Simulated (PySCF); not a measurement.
# C2H9AlSi: the cost of one run

The runs use PySCF 2.14.0, with density-fitted response routines of our own; the level of theory stands in each step. All values are computed, except where a source is named. Atoms are numbered from 0 throughout.

## (1) The molecule as given

13 atoms, charge 0, multiplicity 1; geometry from: GFN2-xTB. The atoms were then displaced at random by about 0.01 Å, so the start is not that level's minimum.

Bonds of the start (Å): Al0–C1 2.02, C1–C2 1.55, C2–Si3 1.85, Al0–H4 1.52, Al0–H5 1.56, C1–H6 1.09, C1–H7 1.10, C2–H8 1.09, C2–H9 1.12, Si3–H10 1.49, Si3–H11 1.48, Si3–H12 1.48.

## (2) Optimising the geometry at PBE0-D3(BJ)/def2-SVP

The job: settings as JSON, then the geometry in Å.

```
{"job": {"xc": "PBE0", "basis": "def2-SVP", "d3": "d3bj", "grid": 1, "shake": 0.01, "kind": "geom"}, "charge": 0, "multiplicity": 1}
Al     2.279240     0.875370     0.227740
C      0.353970     0.810490    -0.390530
C     -0.129780    -0.447430     0.368190
Si    -1.897220    -0.864000     0.033270
H      2.734330    -0.218500     1.186390
H      3.337850     1.953200    -0.146320
H     -0.268370     1.665120    -0.117840
H      0.213300     0.676320    -1.469860
H      0.528570    -1.286960     0.122180
H      0.049950    -0.298590     1.461150
H     -2.319260    -2.074390     0.784060
H     -2.754910     0.266140     0.465500
H     -2.121850    -1.073640    -1.412850
```

Run with:

```
$ OMP_NUM_THREADS=1 python probes_run.py task.json out
```

This one command runs all jobs of the session in turn.

**Question.** How long does this first job take on 1 thread of Arm Neoverse V2, shared host, and how much memory does it need?

About 25 s, with a peak of 0.45 GiB.
